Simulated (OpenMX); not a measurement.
The system is GaF.

```
Ga F
1.0
     3.16592    0.00000    0.00000
     0.00000    3.16592    0.00000
     0.00000    0.00000    3.16592
Ga F
1 1
Direct
  0.00000 0.00000 0.00000
  0.50000 0.50000 0.50000
```

The cell was built by a generator and needn't be a form met in nature.

Base run:

```yaml
Program: OpenMX 3.8.5
Functional: PBE
Dispersion: D4
Potentials_or_basis: OpenMX 2013 PBE set, Ga7.0-s3p2d2, F6.0-s2p2d1, grid cutoff 500 Ry
k_mesh: 7 × 7 × 7
Occupations: fermi-dirac, width 0.05 eV
Spin: no spin polarisation
```

Its results: band gap on the k mesh 1.69 eV, indirect (least direct gap 2.19 eV); pressure -0.4 GPa.

After a change of settings the same cell gave: band gap on the k mesh 1.69 eV, indirect (least direct gap 2.19 eV); pressure 7.5 GPa. Which change was it?
A. dispersion from D4 to D3
B. dispersion from D4 to D3(BJ)
C. dispersion from D4 to none

B.

Caveats: an odd mesh through Γ misses points on the zone boundary, where band edges often lie; the basis of atomic orbitals isn't converged, which shifts pressures, moduli and gaps.
